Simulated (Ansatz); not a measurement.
# FH5Si3: the cost of one run

The runs use Ansatz 0.2.0, Gaussian basis; the settings change from run to run.

## (1) The molecule

The structure was relaxed beforehand with PBE0-D4 in a triple-zeta def2 set.

SMILES `F[SiH]1[SiH2][SiH2]1`, 9 atoms, charge 0, spin multiplicity 1.

Atoms are counted from 1 here; the program's logs count them from 0.

Bond lengths: F1–Si2 1.601 Å, Si2–Si3 2.309 Å, Si2–Si4 2.309 Å, Si2–H5 1.485 Å, Si3–Si4 2.368 Å, Si3–H6 1.485 Å, Si3–H7 1.485 Å, Si4–H8 1.485 Å, Si4–H9 1.485 Å. Angles: F1–Si2–Si3 126.8°, F1–Si2–Si4 126.7°, F1–Si2–H5 109.7°, Si3–Si2–Si4 61.7°, Si3–Si2–H5 112.2°, Si4–Si2–H5 112.2°, Si2–Si3–Si4 59.1°, Si2–Si3–H6 118.6°, Si2–Si3–H7 121.5°, Si4–Si3–H6 108.7°, Si4–Si3–H7 126.6°, H6–Si3–H7 112.5°, Si2–Si4–Si3 59.2°, Si2–Si4–H8 121.6°, Si2–Si4–H9 118.4°, Si3–Si4–H8 126.7°, Si3–Si4–H9 108.6°, H8–Si4–H9 112.5°.

## (2) r2SCAN50/pcseg-2

Set apart from the defaults: D3(BJ) with three-body dispersion.

The input, in.yaml:

```yaml
crystal:
  periodic: [false, false, false]
  atoms:
    - {symbol: F, position_ang: [-1.903983, 1.116964, -1.529745]}
    - {symbol: Si, position_ang: [-0.657753, 0.193389, -1.133337]}
    - {symbol: Si, position_ang: [1.096467, 0.757732, 0.258447]}
    - {symbol: Si, position_ang: [-0.389565, -0.996040, 0.827593]}
    - {symbol: H, position_ang: [-0.206278, -0.573200, -2.321783]}
    - {symbol: H, position_ang: [0.908759, 1.872799, 1.221031]}
    - {symbol: H, position_ang: [2.508964, 0.616278, -0.177605]}
    - {symbol: H, position_ang: [-0.091137, -2.450742, 0.821146]}
    - {symbol: H, position_ang: [-1.176974, -0.583682, 2.017253]}
basis:
  gaussian: {orbitals: pcseg-2}
hamiltonian: {xc: {name: r2SCAN50}, dispersion: d3bjatm}
output: {forces: true}
```

Started as:

```
$ ansatz run in.yaml --threads 2 --pin off --events-out ev --progress --plain --max-ram 4352MiB
```

What time and memory should one allow on 2 threads of Arm Neoverse V2, shared host?

About 7 s, with a peak of 0.54 GiB.
